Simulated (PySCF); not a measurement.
**C₇H₁₁NS: geometry, NMR shifts, electronic excitations and core binding energies**

What NMR shifts, electronic excitations and core binding energies should C₇H₁₁NS (`S=C=NC1CCCCC1`) show?

Computed with PySCF 2.14.0, with density-fitted response routines of our own, on a single molecule in the gas phase. Atoms count from 0, in the outputs and in this text.

## 1. The molecule as given

20 atoms, charge 0, multiplicity 1; geometry from: GFN2-xTB.

Bonds of the start (Å): S0–C1 1.56, C1–N2 1.19, N2–C3 1.42, C3–C4 1.54, C4–C5 1.53, C5–C6 1.53, C6–C7 1.53, C7–C8 1.53, C8–C3 1.54, C3–H9 1.10, C4–H10 1.09, C4–H11 1.09, C5–H12 1.09, C5–H13 1.09, C6–H14 1.09, C6–H15 1.09, C7–H16 1.09, C7–H17 1.09, C8–H18 1.09, C8–H19 1.09.

## 2. Optimising the geometry at PBE0-D3(BJ)/def2-SVP

The job: settings as JSON, then the geometry in Å.

```
{"job": {"xc": "PBE0", "basis": "def2-SVP", "d3": "d3bj", "grid": 1, "kind": "geom"}, "charge": 0, "multiplicity": 1}
S      2.770700    -0.032353    -2.654619
C      2.194286     0.204885    -1.225503
N      1.950678     0.445555    -0.084592
C      0.953790     0.467688     0.920083
C      0.402844    -0.942661     1.175281
C     -0.404463    -1.446985    -0.016383
C     -1.540741    -0.482241    -0.341696
C     -0.984734     0.906465    -0.641755
C     -0.181510     1.430630     0.544009
H      1.456825     0.832281     1.824740
H      1.231353    -1.622418     1.383659
H     -0.234094    -0.899710     2.061018
H      0.250891    -1.542360    -0.885188
H     -0.804061    -2.437485     0.208426
H     -2.224678    -0.425197     0.508676
H     -2.103710    -0.848711    -1.201644
H     -1.799527     1.598483    -0.862010
H     -0.342394     0.857324    -1.524064
H      0.237823     2.411375     0.310986
H     -0.834426     1.536113     1.412695
```

**Question.** This job is followed by: GIAO PBE0/pcSseg-1 NMR shielding, non-relativistic, gas phase; TDDFT wB97X-D/def2-SVPD, vertical, gas phase, core orbitals frozen in the response; GIAO KT3/pcSseg-1 NMR shielding, non-relativistic, gas phase; delta-SCF UKS SCAN, pcX-2 on the ionised atom, pcseg-1 elsewhere, spin-free X2C. Predict these results of the whole session: point group; rotational constants (main isotopes); 13C shifts against TMS (PBE0/pcSseg-1, means over atoms taken as alike); 1H shifts against TMS (PBE0/pcSseg-1, means over atoms taken as alike); 33S shifts against CS2 (PBE0/pcSseg-1); 15N shifts against NH3 (PBE0/pcSseg-1); lowest singlet (wB97X-D/def2-SVPD); brightest single state of those computed; lowest triplet; vertical ionisation energy (ΔSCF); C1s binding energies, SCAN/pcX-2; S1s binding energies, SCAN/pcX-2; S2p binding energies, SCAN/pcX-2; N1s binding energies, SCAN/pcX-2; range of the shift of S0.

**Answer**, as computed:

| quantity | value |
| --- | --- |
| point group | Cs |
| rotational constants (main isotopes) | 2.27, 0.84, 0.82 GHz |
| 13C shifts against TMS (PBE0/pcSseg-1, means over atoms taken as alike) | 143.1, 52.1, 35.3, 27.8, 22.1 ppm |
| 1H shifts against TMS (PBE0/pcSseg-1, means over atoms taken as alike) | 3.07, 1.84, 1.67, 1.66, 1.42, 1.34, 1.13 ppm |
| 33S shifts against CS2 (PBE0/pcSseg-1) | -242 ppm |
| 15N shifts against NH3 (PBE0/pcSseg-1) | 126.7 ppm |
| lowest singlet (wB97X-D/def2-SVPD) | 4.87 eV (254 nm), f = 0.000 |
| brightest single state of those computed | state 6, 7.31 eV, f = 0.747 |
| lowest triplet | 4.47 eV |
| vertical ionisation energy (ΔSCF) | 9.04 eV |
| C1s binding energies, SCAN/pcX-2 | C1 292.79, C3 292.30, C4 290.76, C5 290.63, C6 290.61 eV |
| S1s binding energies, SCAN/pcX-2 | S0 2476.62 eV |
| S2p binding energies, SCAN/pcX-2 | S0 169.17 eV |
| N1s binding energies, SCAN/pcX-2 | N2 405.21 eV |
| range of the shift of S0 | -242 to -221 ppm |

**Reading.** Relaxing lowered the energy by 0.095 eV in 4 steps; the close pair that moved most is S0–C1, from 1.559 to 1.585 Å. The most deshielded hydrogen is H9 (hydrogen on an sp3 CH bonded to N), at 3.07 ppm: its carbon carries N, which withdraws density. At PBE0/pcSseg-1: The largest span, 389 ppm, is at S0, where the paramagnetic term is -320 ppm. The lowest singlet, at 4.87 eV, is HOMO→LUMO 0.93 and is dark; of the 10 states computed, the strongest absorption comes from state 6 at 7.31 eV. The lowest triplet lies 0.41 eV below the lowest singlet (triplets in Tamm-Dancoff, singlets in full TDDFT). The orbital energy would give 8.75 eV for ionisation, ΔSCF gives 9.04 eV. The C1s levels kept as sound span 2.17 eV, from C6 (sp3 CH2 in a ring) up to C1 (central carbon of a heterocumulene). In ppm, S0 moves most: its shift spreads over 21 ppm, from -242 (PBE0/pcSseg-1) to -221 (KT3/pcSseg-1). Most of that comes from the computed reference, not from the atom's own shielding.
